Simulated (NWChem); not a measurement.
# singlet CHClGeNO+ at 3 levels

Wanted: a comparison of 3 runs (HF/def2-SVP, MP2/def2-SVP, CCSD(T)/def2-SVP) of singlet CHClGeNO+. 

The calculation is run with NWChem 7.3.0.

1 further run of the same task is left out (set aside as unsound or not needed). Runs told in other sessions of the task aren't counted.

**1. Starting point**

The species is CHClGeNO+ (6 atoms), meant as a singlet with charge +1. SMILES of the parent species: `O=C=[N][GeH][Cl]`. The coordinates come from a PBE0-D4/def2-TZVP relaxation. This is one conformer, not always the lowest. That shape belongs to the parent species and isn't relaxed for this state.

Bond lengths: O1–C2 1.162 Å, C2–N3 1.206 Å, N3–Ge4 1.830 Å, Ge4–Cl5 2.157 Å, Ge4–H6 1.549 Å. Angles: O1–C2–N3 176.3°, C2–N3–Ge4 138.6°, N3–Ge4–Cl5 107.6°, N3–Ge4–H6 105.4°, Cl5–Ge4–H6 108.2°.

**2. The energy at HF/def2-SVP (run 1)**

run.py

```python
from ase import Atoms
from ase.calculators.nwchem import NWChem

mol = Atoms(['O', 'C', 'N', 'Ge', 'Cl', 'H'], positions=[
    [0.024100, -1.617100, -2.245100],
    [-0.242900, -1.020000, -1.284700],
    [-0.575200, -0.454300, -0.273000],
    [-0.153300, 1.067300, 0.651100],
    [1.946900, 0.976200, 1.132800],
    [-0.957700, 0.983900, 1.972700],
])

calc = NWChem(
    label='mol',
    theory='scf',
    memory='2200 mb',
    basis='def2-SVP',
    basispar='spherical bse',
    charge=1,
    scf={'nopen': '0', 'rhf': None, 'thresh': '1e-08', 'maxiter': '80', 'print': 'low'},
    task='energy',
)
mol.calc = calc

e = mol.get_potential_energy()
print(f"E = {e:.6f} eV")
```

Command:

```console
$ export ASE_NWCHEM_COMMAND="nwchem PREFIX.nwi > PREFIX.nwo"
$ python run.py
```

Output:

```text
E = -73519.800034 eV
```

The calculator wrote mol.nwi:

```
title "mol"

permanent_dir mol

scratch_dir mol

start mol

geometry units angstrom nocenter noautosym noautoz
  O  2.4100000000000000e-02 -1.6171000000000000e+00 -2.2450999999999999e+00
  C  -2.4290000000000000e-01 -1.0200000000000000e+00 -1.2847000000000000e+00
  N  -5.7520000000000004e-01 -4.5429999999999998e-01 -2.7300000000000002e-01
  Ge -1.5329999999999999e-01 1.0672999999999999e+00 6.5110000000000001e-01
  Cl 1.9469000000000001e+00 9.7619999999999996e-01 1.1328000000000000e+00
  H  -9.5770000000000000e-01 9.8390000000000000e-01 1.9726999999999999e+00
end

charge 1

memory 2200 mb

basis spherical bse noprint
   * library def2-SVP
end

scf
  nopen 0
  rhf
  thresh 1e-08
  maxiter 80
  print low
end

task scf energy
```

mol.nwo:

```text
Northwest Computational Chemistry Package (NWChem) 7.3.0
             --------------------------------------------------------

           Job information
           ---------------

    nwchem branch   = 7.3.0
    use scalapack   = T
    input           = mol.nwi
    prefix          = mol.
    data base       = mol/mol.db
    status          = startup
    nproc           =        1

           Memory information
           ------------------

    heap     =     72089600 doubles =      550.0 Mbytes
    stack    =     72089597 doubles =      550.0 Mbytes
    global   =    144179200 doubles =     1100.0 Mbytes (distinct from heap & stack)
    total    =    288358397 doubles =     2200.0 Mbytes
    verify   = yes
    hardfail = no

           Directory information
           ---------------------

  0 permanent = mol
  0 scratch   = mol

                                NWChem Input Module
                                -------------------

                                        mol
                                        ---

[... 29 lines left out ...]
            Nuclear Dipole moment (a.u.)
[... 37 lines left out ...]
    3 N                |   4 Ge               |   5 Cl               |   107.59
    3 N                |   4 Ge               |   6 H                |   105.45
    5 Cl               |   4 Ge               |   6 H                |   108.23
 ------------------------------------------------------------------------------
                            number of included internuclear angles:          5
 ==============================================================================

                                 NWChem SCF Module
                                 -----------------

                                        mol

  ao basis        = "ao basis"
  functions       =    97
  atoms           =     6
  closed shells   =    35
  open shells     =     0
  charge          =   1.00
  wavefunction    = RHF
  input vectors   = atomic
  output vectors  = mol/mol.movecs
  use symmetry    = F
  symmetry adapt  = F

 Forming initial guess at       0.0s

 Starting SCF solution at       0.5s

       Final RHF  results
       ------------------

         Total SCF energy =  -2701.802839731011
      One-electron energy =  -4511.439935094571
      Two-electron energy =   1422.616722581714
 Nuclear repulsion energy =    387.020372781846

        Time for solution =     17.2s

 Task  times  cpu:       17.7s     wall:       17.7s
 Total times  cpu:       17.7s     wall:       17.7s
```

Run time: 19 s. Hardware: 1 thread of AMD EPYC 9R45 (Zen 5), shared host; peak memory 0.099 GiB.

**3. A single-point energy at MP2/def2-SVP (run 2)**

run.py

```python
from ase import Atoms
from ase.calculators.nwchem import NWChem

atoms = Atoms(['O', 'C', 'N', 'Ge', 'Cl', 'H'], positions=[
    [0.024100, -1.617100, -2.245100],
    [-0.242900, -1.020000, -1.284700],
    [-0.575200, -0.454300, -0.273000],
    [-0.153300, 1.067300, 0.651100],
    [1.946900, 0.976200, 1.132800],
    [-0.957700, 0.983900, 1.972700],
])

calc = NWChem(
    label='calc',
    theory='mp2',
    memory='2200 mb',
    basis='def2-SVP',
    basispar='spherical bse',
    charge=1,
    scf={'nopen': '0', 'rhf': None, 'thresh': '1e-08', 'maxiter': '80'},
    mp2={'freeze': 'core 17', 'tight': None},
    task='energy',
)
atoms.calc = calc

print(f"energy = {atoms.get_potential_energy():.6f} eV")
```

Command:

```console
$ export ASE_NWCHEM_COMMAND="nwchem PREFIX.nwi > PREFIX.nwo"
$ python run.py
```

Output:

```text
energy = -73541.714749 eV
```

The calculator wrote calc.nwi:

```
title "calc"

permanent_dir calc

scratch_dir calc

start calc

geometry units angstrom nocenter noautosym noautoz
  O  2.4100000000000000e-02 -1.6171000000000000e+00 -2.2450999999999999e+00
  C  -2.4290000000000000e-01 -1.0200000000000000e+00 -1.2847000000000000e+00
  N  -5.7520000000000004e-01 -4.5429999999999998e-01 -2.7300000000000002e-01
  Ge -1.5329999999999999e-01 1.0672999999999999e+00 6.5110000000000001e-01
  Cl 1.9469000000000001e+00 9.7619999999999996e-01 1.1328000000000000e+00
  H  -9.5770000000000000e-01 9.8390000000000000e-01 1.9726999999999999e+00
end

charge 1

memory 2200 mb

basis spherical bse noprint
   * library def2-SVP
end

scf
  nopen 0
  rhf
  thresh 1e-08
  maxiter 80
end
mp2
  freeze core 17
  tight
end

task mp2 energy
```

calc.nwo:

```text
Northwest Computational Chemistry Package (NWChem) 7.3.0
             --------------------------------------------------------

           Job information
           ---------------

    nwchem branch   = 7.3.0
    use scalapack   = T
    input           = calc.nwi
    prefix          = calc.
    data base       = calc/calc.db
    status          = startup
    nproc           =        1

           Memory information
           ------------------

    heap     =     72089600 doubles =      550.0 Mbytes
    stack    =     72089597 doubles =      550.0 Mbytes
    global   =    144179200 doubles =     1100.0 Mbytes (distinct from heap & stack)
    total    =    288358397 doubles =     2200.0 Mbytes
    verify   = yes
    hardfail = no

           Directory information
           ---------------------

  0 permanent = calc
  0 scratch   = calc

                                NWChem Input Module
                                -------------------

                                       calc
                                       ----

[... 125 lines left out ...]
 Convergence threshold     :          1.000E-08
[... 13 lines left out ...]
       Final RHF  results
[... 3 lines left out ...]
      One-electron energy =  -4511.439935094571
[... 1 line left out ...]
 Nuclear repulsion energy =    387.020372781846
[... 53 lines left out ...]
                       ROHF Final Molecular Orbital Analysis
[... 295 lines left out ...]
 Semi-direct pass number   1 of   1  for RHF alpha+beta  at       17.6s
 Done moints_semi at       20.2s
 Done maket at       20.3s
 Done multipass loop at       20.3s

          -------------------------------------------
          SCF energy               -2701.802839731011
          Correlation energy          -0.805350933103
          Singlet pairs               -0.458769825050
          Triplet pairs               -0.346581108053
          Total MP2 energy         -2702.608190664113
          -------------------------------------------

          ---------------------------------------------------
                    Spin Component Scaled (SCS) MP2
          Same spin pairs                     -0.231054072035
          Same spin scaling factor             0.333333333333
          Opposite spin pairs                 -0.574296861068
          Opposite spin scaling fact.          1.200000000000
          SCS-MP2 correlation energy          -0.766174257293
          Total SCS-MP2 energy             -2702.569013988304
          ---------------------------------------------------

 -----------------------
 Task  times  cpu:       20.3s     wall:       20.3s
 Total times  cpu:       20.3s     wall:       20.3s
```

It took 22 s on 1 thread of AMD EPYC 9R45 (Zen 5), shared host; peak memory 0.29 GiB.

**4. The energy at CCSD(T)/def2-SVP (run 3)**

chclgeno.nw

```
start chclgeno
title "CHClGeNO energy"
memory total 2200 mb
charge 1

geometry noautosym nocenter noautoz
   O        0.024100      -1.617100      -2.245100
   C       -0.242900      -1.020000      -1.284700
   N       -0.575200      -0.454300      -0.273000
   Ge      -0.153300       1.067300       0.651100
   Cl       1.946900       0.976200       1.132800
   H       -0.957700       0.983900       1.972700
end

basis spherical bse
   * library def2-SVP
end

scf
   thresh 1e-08
   maxiter 80
   print low
end

ccsd
   freeze core 17
   maxiter 60
end

task ccsd(t)
```

Command:

```console
$ nwchem chclgeno.nw > chclgeno.out
```

Output:

```text
[...]
  functions       =    97
[...]
  wavefunction    = RHF
[...]
         Total SCF energy =  -2701.802839730979
      One-electron energy =  -4511.439935095101
      Two-electron energy =   1422.616722582275
 Nuclear repulsion energy =    387.020372781846
        Time for solution =     17.3s
[...]
 Total MP2 energy:          -2702.608190664085669
[...]
             energy      energy      error      ampl     ampl      Block
                                                time     time      time
[...]
 Total CCSD energy:          -2702.616495107306491
[...]
 Total CCSD+T(CCSD) energy:          -2702.654124020394647
[...]
 Total CCSD(T) energy:               -2702.650154892550745
[...]
```

Wall time 4.2 min (1 thread of AMD EPYC 9R45 (Zen 5), shared host); peak memory 0.33 GiB.

**5. All runs side by side**

| run | level | module | frozen core orbitals | energy (Eh) | wall time |
| --- | --- | --- | --- | --- | --- |
| 1 | HF/def2-SVP | scf | – | -2701.802840 | 19 s |
| 2 | MP2/def2-SVP | mp2 | 17 | -2702.608191 | 22 s |
| 3 | CCSD(T)/def2-SVP | ccsd(t) | 17 | -2702.650155 | 4.2 min |

**6. Summary of results**

| quantity | value |
| --- | --- |
| run 3: total energy | -2702.65015 Eh |
| run 3: correlation energy (17 core orbitals frozen) | -847.3 mEh |
| run 3: (T) correction | -33.66 mEh |

Below the HF energy at the same shape and in the same basis (def2-SVP): MP2 -805.4 mEh; CCSD(T) -847.3 mEh. All runs together took 4.9 min, the longest 4.2 min.
